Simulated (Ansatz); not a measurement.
# BiPd2Sb: the cost of one run

Method: DFT r²SCAN, scalar-relativistic, plane waves, PAW, in Ansatz 0.2.0.

6 further runs of the same task are left out: 2 that didn't finish, 4 set aside as unsound or not needed.

### 1 The structure to begin with

It takes space group P-6m2 (No. 187, hexagonal). Conventional cell: a = 4.190 Å, b = 4.190 Å, c = 5.693 Å, α = 90.00°, β = 90.00°, γ = 120.00°. Around Bi (site symmetry -6m2) lie 6 Pd at 2.83 Å. Pd (site symmetry 3m) is surrounded by 2 Pd at 2.77 to 2.92 Å and 3 Sb at 2.79 Å and 3 Bi at 2.83 Å. Around Sb (site symmetry -6m2) lie 6 Pd at 2.79 Å.

As a file:

```cif
data_structure
_symmetry_space_group_name_H-M 'P 1'
_symmetry_Int_Tables_number 1
_cell_length_a 4.1901
_cell_length_b 4.1901
_cell_length_c 5.6925
_cell_angle_alpha 90.000
_cell_angle_beta 90.000
_cell_angle_gamma 120.000
_cell_volume 86.55
loop_
_atom_site_label
_atom_site_type_symbol
_atom_site_fract_x
_atom_site_fract_y
_atom_site_fract_z
_atom_site_occupancy
Bi1 Bi 0.00000 0.00000 0.50000 1
Pd1 Pd 0.33333 0.66667 0.75651 1
Pd2 Pd 0.33333 0.66667 0.24349 1
Sb1 Sb 0.66667 0.33333 0.00000 1
```

The cell is the database one, not relaxed. An earlier run on this cell at r²SCAN gave -0.07 GPa at 21.638 Å³/atom (10×10×6 mesh), no gap.

### 2 Bands on a fine mesh, Fermi surface

Contents of input.yaml:

```yaml
crystal:
  lattice:
    - [4.1900856528, 0.0, 0.0]
    - [-2.0950428264, 3.6287206194, 0.0]
    - [0.0, 0.0, 5.692501888]
  atoms:
    - { symbol: Bi, position: [0.0, 0.0, 0.5] }
    - { symbol: Pd, position: [0.3333333333, 0.6666666667, 0.75651219] }
    - { symbol: Pd, position: [0.3333333333, 0.6666666667, 0.24348781] }
    - { symbol: Sb, position: [0.6666666667, 0.3333333333, 0.0] }
basis:
  ecutwfc: 500
  ecutrho_ratio: 4
kpoints:
  mp_grid: { grid: [10, 10, 6] }
hamiltonian:
  xc: r2scan
scf:
  occupations: { method: gaussian, width: 0.05 }
output:
  forces: true
  stress: true
  eigenvalues: true
  eigenstates:
    nscf_kmesh: { grid: [12, 12, 8] }
    de_dk: true
    e_range: [-2.5, 2.5]
  write_density: true
  write_potential: true
  elf: true
  volumetric_format: npy
```

On the command line:

```bash
$ ansatz run input.yaml --threads 4 --pin off --max-ram 9216MiB --backend cpu --events-out ev --progress --plain --runs-dir out
```

**Question.** How long does this run take on 4 threads of Arm Neoverse V2, shared host, and how much memory does it need?

About 28 s, with a peak of 0.75 GiB.
